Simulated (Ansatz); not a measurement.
Working through a convergence test of the plane-wave cutoff of Ge, space group Cmmm

Program: the Ansatz DFT code, driven from Python.

Notebook, run cell by cell (the value of a cell's last expression is shown):

In [1]:
```python
from dataclasses import dataclass

import ansatz


@dataclass(frozen=True)
class Settings:
    sigma: float = 0.1
    k_spacing: float = 0.24
```

In [2]:
```python
settings = Settings()

lattice = ansatz.Lattice.of(
    (1.397149, -2.600516, 0.0),
    (1.397149, 2.600516, 0.0),
    (0.0, 0.0, 2.698231),
)
sites = [
    ("Ge", (0.5, 0.5, 0.0)),
]
system = ansatz.Crystal(lattice=lattice)
for symbol, position in sites:
    system = system.atom(symbol, position)
```

In [3]:
```python
system.resolved().sites[-1]
```
Out [3]:
```text
Site(symbol='Ge', position=(0.5, 0.5, 0.0), moment=None, axis=None, held=None, saved=None)
```

In [4]:
```python
setup = (
    system.calculation()
    .occupations(ansatz.OccupationsMethod.COLD, width=settings.sigma)
    .kpoints(spacing=settings.k_spacing)
    .functional(ansatz.Functional.PBESOL)
)
```

In [5]:
```python
rows = []
for value in [250, 325, 400, 475, 550]:
    summary = setup.basis(value).run(threads=1, pin="off").report
    rows.append((value, summary["free_energy_ev"] / len(summary["lattice"]["sites"]), summary["n_iterations"], summary["n_pw"]))
```
```text
DeckWarning: basis.ecutwfc = 250 eV is below the records' recommended 420 eV, and the density's cutoff is lower with it unless basis.ecutrho_ratio is high enough to keep the records' density cutoff: compare with a run at a higher cutoff
DeckWarning: basis.ecutwfc = 325 eV is below the records' recommended 420 eV, and the density's cutoff is lower with it unless basis.ecutrho_ratio is high enough to keep the records' density cutoff: compare with a run at a higher cutoff
DeckWarning: basis.ecutwfc = 400 eV is below the records' recommended 420 eV, and the density's cutoff is lower with it unless basis.ecutrho_ratio is high enough to keep the records' density cutoff: compare with a run at a higher cutoff
```

In [6]:
```python
print(" cutoff (eV)   F/atom (eV)    iterations   plane waves")
for row in rows:
    print(f"{str(row[0]):>12s}  {row[1]:12.5f}  {row[2]:12d}  {row[3]:12d}")
```
```text
 cutoff (eV)   F/atom (eV)    iterations   plane waves
         250   -4252.06068             6           179
         325   -4253.26021             5           253
         400   -4253.29317             5           365
         475   -4253.29420             5           445
         550   -4253.29469             5           579
```

In [7]:
```python
for row in rows[:-1]:
    shift = 1000 * (row[1] - rows[-1][1])
    print(f"{row[0]}: {shift:+.2f} meV/atom" + ("  (within 2 meV)" if abs(shift) < 2 else ""))
```
```text
250: +1234.01 meV/atom
325: +34.48 meV/atom
400: +1.52 meV/atom  (within 2 meV)
475: +0.49 meV/atom  (within 2 meV)
```

From 400 eV on it stays within 2 meV an atom of the value at 550 eV; the first row (250 eV) is off by 1234.0 meV and the last but one by 0.49 meV. The energy falls steadily, as expected when plane waves are added.

Reading the output:
- For a metal this k-point mesh is coarse: on a finer one energies can move by several to tens of meV an atom and pressures by half a GPa or more, differences at one mesh by less.
- This isn't the structure that Ge takes at ambient conditions.
- Warnings are shown shortened and without file and line.
- Shifts are counted from the last row, which is itself no proven limit.
- Timing: 11 s on 1 thread of Arm Neoverse V1 (shared host), peak memory 0.41 GiB.
